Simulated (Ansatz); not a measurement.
# Eu2S2 in a box, plane waves

Ansatz 0.2.0, DFT PBE+U, spin-orbit coupling, plane waves, PAW, molecule in a box. The geometry was relaxed with Gaussian bases (PBE0; Eu lcecp-0-SVP with ECP53, S def2-SVP).

```yaml
crystal:
  lattice:
    - [12.89, 0.0, 0.0]
    - [0.0, 9.0, 0.0]
    - [0.0, 0.0, 12.71]
  atoms:
    - { symbol: Eu, position: [0.50007991, 0.5, 0.6457498], spin: 7.0, spin_axis: [0.0, 0.0, 1.0] }
    - { symbol: Eu, position: [0.50007991, 0.5, 0.35405193], spin: 7.0, spin_axis: [0.0, 0.0, 1.0] }
    - { symbol: S, position: [0.6510512, 0.5, 0.49990087] }
    - { symbol: S, position: [0.34910784, 0.5, 0.49990087] }
basis:
  ecutwfc: 420
  ecutrho_ratio: 4
kpoints:
  mp_grid: { grid: [1, 1, 1] }
hamiltonian:
  xc: pbe
  hubbard: { sites: [{ species: Eu, l: f, u_eff: 5.0 }] }
scf:
  occupations: { method: gaussian, width: 0.01 }
output:
  forces: true
  eigenvalues: true
  populations: true
  hubbard: { sites: [{ species: Eu, l: f }] }
magnetization:
  noncollinear: true
  spin_orbit: true
```

Command:
```sh
ansatz run input.yaml --threads 2 --pin off --max-ram 5120MiB --backend cpu --events-out ev --progress --plain --runs-dir out
```
It took 3.8 min on 2 threads of Arm Neoverse V1, with other jobs on the host, peak memory 2.6 GiB.

Problem. How does the SCF go?

Solution. 
```
SCF iter   1: F=—  HF=-19359.196394 eV  |F-HF|=—  |Δ(HF+E_count)|=         —  Δρ=1.32e-1
preconditioner: auto → Resta (q_TF=auto, 1.531 Å⁻¹)  ε∞=1.5  [insulator: Δε(μ)=4.103 eV  Ē_g=7.370 eV  σ=0.010 eV  W_gap=1.00  n_s
spin=Noncollinear: Resta preconditioning applied to the charge; magnetization (m_x, m_y, m_z) channels mix plain (no charge-respon
SCF iter   2: F=—  HF=-19341.628983 eV  |F-HF|=—  |Δ(HF+E_count)|=    1.76e1  Δρ=1.63e-2
SCF iter   3: F=—  HF=-19346.131553 eV  |F-HF|=—  |Δ(HF+E_count)|=    4.50e0  Δρ=5.88e-3
...
eigensolver tolerance schedule: the retry pair's looser diagonalisation over-reported the residual by 2053.15 of it (diagonalisati
preconditioner: auto → Resta (q_TF=auto, 1.531 Å⁻¹)  ε∞=1.9  [insulator: Δε(μ)=1.637 eV  Ē_g=5.457 eV  σ=0.010 eV  W_gap=1.00  n_s
spin=Noncollinear: Resta preconditioning applied to the charge; magnetization (m_x, m_y, m_z) channels mix plain (no charge-respon
SCF iter   2: F=—  HF=-19357.764667 eV  |F-HF|=—  |Δ(HF+E_count)|=   3.91e-5  Δρ=2.34e-6
SCF iter   3: F=-19357.764667 eV  HF=-19357.764667 eV  |F-HF|=7.21e-9  |Δ(HF+E_count)|=   1.73e-8  Δρ=1.20e-6
```

Problem. Which levels lie next to the highest filled one (eV, counted from it)?

Solution. Filled: -0.68, -0.42, -0.39, -0.36, -0.30, -0.25, -0.23, -0.21, -0.02, 0.00. Empty: 1.64, 1.94, 2.07, 2.45, 2.80, 3.09, 3.16, 3.31.

Problem. How is the f shell of Eu1 filled?

Solution. Natural occupations, full = 1; spinor: 0.00, 0.00, 0.00, 0.00, 0.00, 0.00, 0.00, 0.99, 1.00, 1.00, 1.00, 1.00, 1.00, 1.00; in all 6.99 e. Spin moment (0.00, 0.00, 6.93) μB, orbital moment (0.00, 0.00, 0.02) μB.

Problem. How is the f shell of Eu2 filled?

Solution. Natural occupations, full = 1; spinor: 0.00, 0.00, 0.00, 0.00, 0.00, 0.00, 0.00, 0.99, 1.00, 1.00, 1.00, 1.00, 1.00, 1.00; in all 6.99 e. Spin moment (0.00, 0.00, 6.93) μB, orbital moment (0.00, 0.00, 0.02) μB.

Problem. What forces are left at this geometry, relaxed with Gaussian bases (eV/Å)?

Solution. 
```
Eu   0.00  0.00 -0.70
Eu   0.00  0.00  0.70
S   -0.53  0.00  0.00
S    0.53  0.00  0.00
```

The open shells may stand above their lowest state.

The highest of the empty levels listed lie near the vacuum level and may be states of the box.

The forces come from the other functional as well as from the basis.

An lcecp potential fixes the number of 4f electrons, so in runs with it no electron can move into or out of that shell.
